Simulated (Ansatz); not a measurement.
# CH₂ClFTe: a ladder of functionals and wavefunction methods

Aim: compute CH₂ClFTe with functionals from several rungs and with coupled cluster. The yardstick is the atomisation energy at the CCSD(T) limit.

The runs use Ansatz 0.2.0, Gaussian basis; functionals in def2-TZVPP, the program's frozen cores in correlated methods.

Plan: LDA (SPW92), PBE-D4, revPBE-D4, BLYP-D4, r2SCAN-D4, B97M-V, PBE0-D4, B3LYP-D4, r2SCANh-D4, r2SCAN0-D4, HSE06-D4, BHLYP-D4, CAM-B3LYP-D4, LC-ωPBE, ωB97X-V, ωB97M-V, B2PLYP, PBE-QIDH; CCSD(T)/def2-SVP; CCSD(T)/def2-TZVPP; MP2/def2-QZVPP; extrapolation to the limit; RPA on PBE.

## 1. Structure used throughout

An earlier PBE0-D4 in a triple-zeta def2 set relaxation fixed the geometry. Te takes the def2 core potential; no spin-orbit term is included.

6 atoms, charge 0, spin multiplicity 1.

Atoms are counted from 1 here; the program's logs count them from 0.

Bond lengths: F1–C2 1.356 Å, C2–Cl3 1.761 Å, C2–Te4 2.170 Å, C2–H5 1.088 Å, Te4–H6 1.656 Å. Angles: F1–C2–Cl3 109.7°, F1–C2–Te4 106.7°, F1–C2–H5 108.9°, Cl3–C2–Te4 113.9°, Cl3–C2–H5 107.3°, Te4–C2–H5 110.3°, C2–Te4–H6 91.5°.

Coordinates:

```
F     0.1515   -1.7906   -0.2704
C     0.3353   -0.4551   -0.1277
Cl    1.2727   -0.1363    1.3290
Te   -1.6381    0.4480   -0.1181
H     0.9148   -0.0867   -0.9717
H    -0.9943    1.9567    0.1127
```

## 2. LDA

This LDA is Slater exchange with PW92 correlation.

File in.yaml:

```yaml
crystal:
  periodic: [false, false, false]
  atoms:
    - {symbol: F, position_ang: [0.151503, -1.790630, -0.270422]}
    - {symbol: C, position_ang: [0.335308, -0.455116, -0.127739]}
    - {symbol: Cl, position_ang: [1.272729, -0.136284, 1.328982]}
    - {symbol: Te, position_ang: [-1.638108, 0.447983, -0.118083]}
    - {symbol: H, position_ang: [0.914822, -0.086722, -0.971735]}
    - {symbol: H, position_ang: [-0.994255, 1.956668, 0.112698]}
basis:
  gaussian: {orbitals: def2-TZVPP}
hamiltonian: {xc: lda}
output: {orbitals: {seedname: orbitals}}
```

Launch:

```bash
$ ansatz run in.yaml --threads 2 --pin off --events-out ev --progress --plain --max-ram 4352MiB
```

After this run come: PBE-D4 (GGA); revPBE-D4 (GGA); BLYP-D4 (GGA); r2SCAN-D4 (meta-GGA); B97M-V (meta-GGA); B3LYP-D4 (hybrid); r2SCANh-D4 (hybrid); r2SCAN0-D4 (hybrid); HSE06-D4 (hybrid); BHLYP-D4 (hybrid); CAM-B3LYP-D4 (range-separated); LC-ωPBE (range-separated); ωB97X-V (range-separated); ωB97M-V (range-separated); B2PLYP (double hybrid); PBE-QIDH (double hybrid); CCSD(T) in def2-SVP; CCSD(T) in def2-TZVPP; MP2 in def2-QZVPP; RPA on PBE orbitals.

Q: Predict the results of all the runs planned. Wanted: atomisation energy, CCSD(T)/CBS; farthest beyond LDA; mean size of error, GGA; mean size of error, meta-GGA; mean size of error, hybrid; mean size of error, range-separated; mean size of error, double hybrid; gap, smallest and largest; T1 diagnostic.

The runs gave:

```
                               quantity                                                                       value
        atomisation energy, CCSD(T)/CBS                                                               1765.8 kJ/mol
 functionals within 17.7 kJ/mol (1.0 %)  revPBE-D4, BLYP-D4, r2SCAN-D4, B97M-V, PBE0-D4, HSE06-D4, ωB97X-V, ωB97M-V
                    farthest beyond LDA                                                    BHLYP-D4 (-117.2 kJ/mol)
                mean size of error, GGA                                                                 24.5 kJ/mol
           mean size of error, meta-GGA                                                                  5.8 kJ/mol
             mean size of error, hybrid                                                                 38.7 kJ/mol
    mean size of error, range-separated                                                                 20.9 kJ/mol
      mean size of error, double hybrid                                                                 40.6 kJ/mol
              gap, smallest and largest                                        3.20 eV (BLYP-D4), 9.93 eV (LC-ωPBE)
                          T1 diagnostic                                                                      0.0115
triples share of the correlation energy                                                                       3.2 %
```

In words: LDA overbinds by 366.2 kJ/mol (21 %). PBE-D4 is off by +68.3 kJ/mol. Double hybrids carry the basis error of their MP2 part in triple zeta, and no dispersion term here, so their miss is partly the set-up's. Taken by rung, meta-GGA functionals do best (5.8 kJ/mol on average) and double hybrid ones worst beyond LDA (40.6 kJ/mol). Misses under about 17.7 kJ/mol are within the doubt on the reference itself, which lacks core-valence correlation, spin-orbit coupling and higher excitations, and its outer-core shells are covered unevenly. All levels share the lack of spin-orbit coupling, which lowers the free heavy atoms and so the true binding. Hartree-Fock recovers 63 % of the binding; the rest is correlation. CCSD(T) in def2-SVP is off by -167.6 kJ/mol, so the small basis spoils what the method gains. Orbital gaps span 3.2 to 9.9 eV; exact exchange widens them. Correlated methods include outer-core shells of Te, which these sets cover unevenly.
